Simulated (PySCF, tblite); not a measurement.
# C4H5F4NSi: geometry, infrared bands and NMR shifts

Wanted: the infrared bands and NMR shifts of C4H5F4NSi (`C#CCN[Si@H](F)C(F)(F)F`), by calculation.

Programs: tblite 0.8.0 and PySCF 2.14.0, with density-fitted response routines of our own. Each step states its level of theory. These are calculated values for one molecule in the gas phase, unless marked as measured. Atoms are numbered from 0 throughout.

**1. The molecule as given**

15 atoms, charge 0, multiplicity 1; geometry from: force field or distance geometry start.

Bonds of the start (Å): C0–C1 1.22, C1–C2 1.45, C2–N3 1.46, N3–Si4 1.78, Si4–F5 1.70, Si4–C6 1.88, C6–F7 1.39, C6–F8 1.35, C6–F9 1.36, C0–H10 1.03, C2–H11 1.12, C2–H12 1.12, N3–H13 1.05, Si4–H14 1.46.

**2. Relaxing the molecule with GFN2-xTB**

Job settings and geometry (Å):

```
{"job": {"kind": "relax", "xc": "GFN2-xTB", "basis": "xTB"}, "charge": 0, "multiplicity": 1}
C      3.002500    -0.040200    -0.692400
C      2.157600    -0.039800     0.182400
C      1.195700    -0.072000     1.261300
N      0.007600    -0.842300     0.919000
Si    -0.712500    -0.082400    -0.519300
F     -0.663800     1.597600    -0.258700
C     -2.548600    -0.494200    -0.542700
F     -2.989900    -0.112900     0.724300
F     -3.194700     0.259300    -1.463000
F     -2.778900    -1.824900    -0.735100
H      3.707600    -0.038400    -1.444300
H      0.881200     0.981600     1.482400
H      1.627400    -0.536900     2.180300
H      0.351800    -1.801000     0.646900
H     -0.047300    -0.451200    -1.762800
```

Started as:

```
$ OMP_NUM_THREADS=1 python probes_run.py task.json out
```

One launch serves the whole session: the jobs run in the order shown.

**Question.** This job is followed by: GFN2-xTB harmonic vibrations, gas phase; GIAO PBE0/pcSseg-1 NMR shielding, non-relativistic, gas phase. Predict these results of the whole session: strongest single infrared mode (GFN2-xTB); zero-point energy (GFN2-xTB); 13C shifts against TMS (PBE0/pcSseg-1); 1H shifts against TMS (PBE0/pcSseg-1); 15N shifts against NH3 (PBE0/pcSseg-1); 29Si shifts against TMS (PBE0/pcSseg-1); 19F shifts against CFCl3 (PBE0/pcSseg-1, means over atoms taken as alike).

The runs gave:

```
                                                                 quantity                             value
                                strongest single infrared mode (GFN2-xTB)             1014 cm⁻¹, 245 km/mol
                                             zero-point energy (GFN2-xTB)                     54.5 kcal/mol
                                   13C shifts against TMS (PBE0/pcSseg-1)       134.9, 87.6, 79.1, 32.3 ppm
                                    1H shifts against TMS (PBE0/pcSseg-1)  5.22, 3.88, 3.81, 1.83, 1.59 ppm
                                   15N shifts against NH3 (PBE0/pcSseg-1)                          50.2 ppm
                                  29Si shifts against TMS (PBE0/pcSseg-1)                         -28.3 ppm
19F shifts against CFCl3 (PBE0/pcSseg-1, means over atoms taken as alike)                 -81.7, -190.3 ppm
```

In words: Relaxing lowered the energy by 0.857 eV in 109 steps; the close pair that moved most is Si4–F5, from 1.701 to 1.604 Å. No mode is imaginary among the 39: a minimum at this level. The strongest single mode, at 1014 cm⁻¹, moves mainly C6. Unscaled tight-binding wavenumbers are off by several per cent, some by more. Its intensities can rank the bands wrongly. At PBE0/pcSseg-1: Shielding is most anisotropic at C1 (span 304 ppm, paramagnetic term -166 ppm).
